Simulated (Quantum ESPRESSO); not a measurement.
**Zr: work function with PBE**

Slab: Zr, a slab with vacuum.

```
Zr
1.0
     3.23200    0.00000    0.00000
    -1.61600    2.79899    0.00000
     0.00000    0.00000   30.44100
Zr
7
Direct
  0.66667 0.33333 0.24638
  0.33333 0.66667 0.33092
  0.66667 0.33333 0.41546
  0.33333 0.66667 0.50000
  0.66667 0.33333 0.58454
  0.33333 0.66667 0.66908
  0.66667 0.33333 0.75362
```

```
Program                    : Quantum ESPRESSO 7.5
Task                       : work function
Functional                 : PBE
Potentials or basis        : PseudoDojo 0.5 SR PBE standard
Cutoff                     : 898 eV
Density cutoff             : 3592 eV
k mesh                     : 7 × 7 × 1
Occupations                : fermi-dirac, width 0.05 eV
Spin                       : no spin polarisation
Boundary across the vacuum : none
Mixing mode                : local-TF
Mixing beta                : 0.3
Most SCF iterations        : 150
SCF threshold              : 7e-09 Ry
```

- Largest force: 0.606 eV/Å
- Band gap on the k mesh: none (metal or under the smearing width)
- Work function of the upper face: 4.22 eV
- Work function of the lower face: 4.22 eV

Forces on the atoms (eV/Å):
```
Zr   0.000  0.000  0.473
Zr   0.000  0.000 -0.606
Zr   0.000  0.000  0.050
Zr   0.000  0.000  0.000
Zr   0.000  0.000 -0.050
Zr   0.000  0.000  0.606
Zr   0.000  0.000 -0.473
```

Levels at points of the mesh, in eV from the Fermi level:
| k point | band 40 | band 41 | band 42 | band 43 | band 44 | band 45 |
| --- | --- | --- | --- | --- | --- | --- |
| (0.00, 0.00, 0.00) | 0.67 | 0.69 | 0.70 | 0.70 | 0.73 | 0.73 |

Run time: 110 s on 2 MPI ranks on Arm Neoverse V2 (shared host), peak memory 0.6 GiB a rank.

Caveat: the k mesh is coarse.
